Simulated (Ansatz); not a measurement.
# AlGa2H: the cost of one run

Computed with Ansatz 0.2.0, Gaussian basis. Level: the settings change from run to run.

30 further runs of the same task are left out: 15 that didn't finish, 15 set aside as unsound or not needed. Runs told in other sessions of the task aren't counted.

**1. What is computed**

The geometry is a PBE0/def2-TZVP stationary point (not a proven minimum) of the parent state, kept for this charge and spin. No spin-orbit coupling is included. The filled d shell of Ga may be among the frozen orbitals whatever the setting's name suggests.

4 atoms, charge 0, spin multiplicity 3.

Atoms are counted from 1 here; the program's logs count them from 0.

Bond lengths: Al1–Ga2 2.642 Å, Al1–H4 1.924 Å, Ga2–H4 1.824 Å. Angles: Ga2–Al1–H4 43.7°, Al1–Ga2–H4 46.7°, Al1–H4–Ga2 89.6°.

**2. BCCD(T) on ROHF/cc-pVDZ**

File in.yaml:

```yaml
crystal:
  periodic: [false, false, false]
  atoms:
    - {symbol: Al, position_ang: [0.000000, 0.600508, 3.133510]}
    - {symbol: Ga, position_ang: [0.000000, -0.494389, 0.729194]}
    - {symbol: Ga, position_ang: [0.000000, 0.244191, -1.960839]}
    - {symbol: H, position_ang: [0.000000, 1.232139, 1.316644]}
basis:
  gaussian: {orbitals: cc-pVDZ}
magnetization: {spin_polarized: false, initial_magnetization: 2}
correlation: {method: bccd_t, electrons: outside_noble_gas}
scf: {lower_state_search: off}
output: {forces: true}
```

Command:

```console
> ansatz run in.yaml --threads 1 --pin off --events-out ev --progress --plain --max-ram 2393MiB
```

**Question.** How long does this run take on 1 thread of Arm Neoverse V1, shared host, and how much memory does it need?

About 16 s, with a peak of 0.33 GiB.
